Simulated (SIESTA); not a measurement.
Runs of SIESTA 5.4.2 on AlSn. The structure is hexagonal, space group P-6m2 (No. 187). Conventional cell: a = 4.198 Å, b = 4.198 Å, c = 3.307 Å, α = 90.00°, β = 90.00°, γ = 120.00°. Around Sn (site symmetry -6m2) lie 6 Al at 2.93 Å and 2 Sn at 3.31 Å. Al (site symmetry -6m2) has 6 Sn at 2.93 Å and 2 Al at 3.31 Å as nearest neighbours. The cell comes from a database or a generator and needn't be the stable form of this composition.

```tsv
task	level	potentials or basis	cell	gap on the mesh (eV)	pressure (GPa)	V0 of scaled cells (Å³/atom)	B0 (GPa)
equation of state	PBE	PseudoDojo 0.4 standard (PBE files), DZP (energy shift 0.003 Ry; two zetas on semicore shells)	as given	-	-	25.46	49
single point	PBE	PseudoDojo 0.4 standard (PBE files), DZP (energy shift 0.003 Ry; two zetas on semicore shells)	as given	none	0.5	-	-
single point	PBE	PseudoDojo 0.4 standard (PBE files), DZP (energy shift 0.003 Ry; two zetas on semicore shells)	atoms moved at random, drawn with an rms of 0.05 Å	none	0.5	-	-
equation of state	LDA	PseudoDojo 0.4 standard (LDA files), DZP (energy shift 0.003 Ry; two zetas on semicore shells)	as given	-	-	(a)	59
band structure	PBE	PseudoDojo 0.4 standard (PBE files), DZP (energy shift 0.003 Ry; two zetas on semicore shells)	as given	none	0.5	-	-
```

Alike in all rows: no spin polarisation; k mesh 7 × 7 × 8; smearing fermi-dirac 0.05 eV; grid cutoff 500 Ry; energy shift 0.003 Ry.

Task: Estimate the missing entries.

Result: (a) 23.88.

Caveats: the basis of atomic orbitals isn't converged, which shifts pressures, moduli and gaps; the cell was scaled at fixed shape and fractional positions, which overstates the stiffness of a crystal with free parameters, most of all of layers and chains (some runs); spin-orbit coupling is left out, which moves the levels of the heavy elements (some runs).

A k mesh can miss the band edges, and the runs leave out spin-orbit coupling on Sn.

A gap of «none» marks a metal or a gap under the smearing width.
